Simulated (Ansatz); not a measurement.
# B2F2H3Sb: the cost of one run

Program: Ansatz 0.2.0. Level of theory: RKS r2SCAN-D4/def2-SVP. These are calculated values, not measurements.

1 further run of the same task is left out (it didn't finish).

## (1) The structure to begin with

Bond lengths: F1–B2 1.404 Å, B2–B3 1.657 Å, B3–F4 1.546 Å, B3–Sb5 2.221 Å, B2–H6 1.191 Å, Sb5–H7 1.753 Å, Sb5–H8 1.741 Å. Angles: F1–B2–B3 119.3°, F1–B2–H6 119.9°, B3–B2–H6 120.8°, B2–B3–F4 117.9°, B2–B3–Sb5 122.0°, F4–B3–Sb5 120.1°, B3–Sb5–H7 89.6°, B3–Sb5–H8 89.9°, H7–Sb5–H8 93.2°.

Structure file:

```xyz
8

F    -1.0623    0.3517    1.5254
B     0.2754    0.5991    1.1772
B     0.8350    0.0931   -0.2982
F     2.3326    0.3109   -0.6165
Sb   -0.4801   -0.9263   -1.7699
H     0.9978    1.1510    1.9473
H    -1.6999    0.3067   -1.5175
H    -1.1063   -1.9434   -0.5035
```

## (2) End point A

File input.yaml:

```yaml
crystal:
  periodic: [false, false, false]
  atoms:
    - { symbol: F, position_ang: [-1.0623, 0.3517, 1.5254] }
    - { symbol: B, position_ang: [0.2754, 0.5991, 1.1772] }
    - { symbol: B, position_ang: [0.835, 0.0931, -0.2982] }
    - { symbol: F, position_ang: [2.3326, 0.3109, -0.6165] }
    - { symbol: Sb, position_ang: [-0.4801, -0.9263, -1.7699] }
    - { symbol: H, position_ang: [0.9978, 1.151, 1.9473] }
    - { symbol: H, position_ang: [-1.6999, 0.3067, -1.5175] }
    - { symbol: H, position_ang: [-1.1063, -1.9434, -0.5035] }
basis:
  gaussian: { orbitals: def2-SVP }
hamiltonian:
  xc: r2scan
  dispersion: d4
relax:
  f_tol: 0.015
  max_steps: 40
```

The run is started by

```
$ ansatz run input.yaml --threads 2 --pin off --max-ram 3072MiB --backend cpu --events-out ev --progress --plain --runs-dir out
```

Q: Estimate wall time and peak memory on 2 threads of AMD EPYC 9R45 (Zen 5), shared host.

About 31 s, with a peak of 0.17 GiB.
